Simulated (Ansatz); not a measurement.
Turn this script for Ansatz 0.2.0 through its Python package into the input file that the command-line program reads.

Script `csh.py`:
```python
"""Densities of the top valence and bottom conduction bands of CsH."""

import itertools
import warnings

import ansatz as az
import numpy as np

warnings.simplefilter("ignore", az.DeckWarning)

lattice = az.Lattice.of(
    (3.818409, 0.0, 0.0),
    (0.0, 3.818409, 0.0),
    (0.0, 0.0, 3.818409),
)
sites = [
    ("Cs", (0.0, 0.0, 0.0)),
    ("H", (0.5, 0.5, 0.5)),
]
crystal = az.Crystal(lattice=lattice)
for symbol, position in sites:
    crystal = crystal.atom(symbol, position)

model = (
    crystal.calculation()
    .pseudopotentials("paw")
    .functional("r2scan")
    .kpoints(spacing=0.44)
    .occupations("fixed")
    .band_densities([("v1", "v1"), ("c1", "c1")])
)
planned = model.session().plan(threads=1)
facts = planned.describe()
print("plan:", facts["n_bands"], "bands,", len(facts["kpoints_frac"]), "k-points, plane waves", facts["n_pw_range"], "grid", facts["fft_dense"])
outcome = planned.execute()
summary = outcome.report
# share of each window within a sphere about each atom, summed on the grid
cell = np.asarray(outcome.lattice.cell_ang)
for names, window in zip([("v1", "v1"), ("c1", "c1")], outcome.band_densities().windows):
    density = window.outcome.density
    rho = density.channels[0].density_e_per_ang3
    axes = density.fft_grid_basis @ cell
    points = np.stack(np.meshgrid(*(np.arange(n) / n for n in rho.shape), indexing="ij"), axis=-1)
    print("bands", names, "electrons", np.round(window.outcome.n_electrons, 3), "peak", round(float(rho.max()), 3), "e/A^3")
    for index, site in enumerate(outcome.lattice.sites):
        offset = points - np.asarray(site.position_ang) @ np.linalg.inv(axes)
        offset -= np.round(offset)
        distance = np.min([np.linalg.norm((offset + image) @ axes, axis=-1) for image in itertools.product((-1, 0, 1), repeat=3)], axis=0)
        print(f"   {index} {site.symbol:2s} {100 * rho[distance < 1.2].sum() / rho.sum():5.1f} % within 1.2 A")
```

Output of `python csh.py`:
```text
plan: 9 bands, 10 k-points, plane waves [1365, 1432] grid [30, 30, 30]
bands ('v1', 'v1') electrons [2.] peak 1.72 e/A^3
   0 Cs   5.4 % within 1.2 A
   1 H   62.7 % within 1.2 A
bands ('c1', 'c1') electrons [2.] peak 0.07 e/A^3
   0 Cs  16.2 % within 1.2 A
   1 H    6.1 % within 1.2 A
```

`input.yaml`:
```yaml
crystal:
  lattice:
    - [3.818409, 0.0, 0.0]
    - [0.0, 3.818409, 0.0]
    - [0.0, 0.0, 3.818409]
  atoms:
    - { symbol: Cs, position: [0.0, 0.0, 0.0] }
    - { symbol: H, position: [0.5, 0.5, 0.5] }
kpoints:
  mp_grid:
    kspacing: 0.44
hamiltonian:
  xc: r2scan
  pseudopotentials:
    kind: paw
scf:
  occupations:
    method: fixed
output:
  band_densities:
    - { bands: [v1, v1] }
    - { bands: [c1, c1] }
```

Notes:
- This cell is a computed structure, which may not be the phase found in nature.
- The windows are summed over all k-points with every state counted as full, the empty ones too; where a window cuts a degenerate level its bands share the weight. Values near the nuclei depend on the potentials. Spheres that overlap count density twice, so shares are no populations.
- Wall time of the script: 4.5 s on 1 thread of AMD EPYC 7R43 64-Core Processor (Zen 3) (shared host), peak memory 0.44 GiB.

(Lines on the test bed's own set-up are left out of the output.)
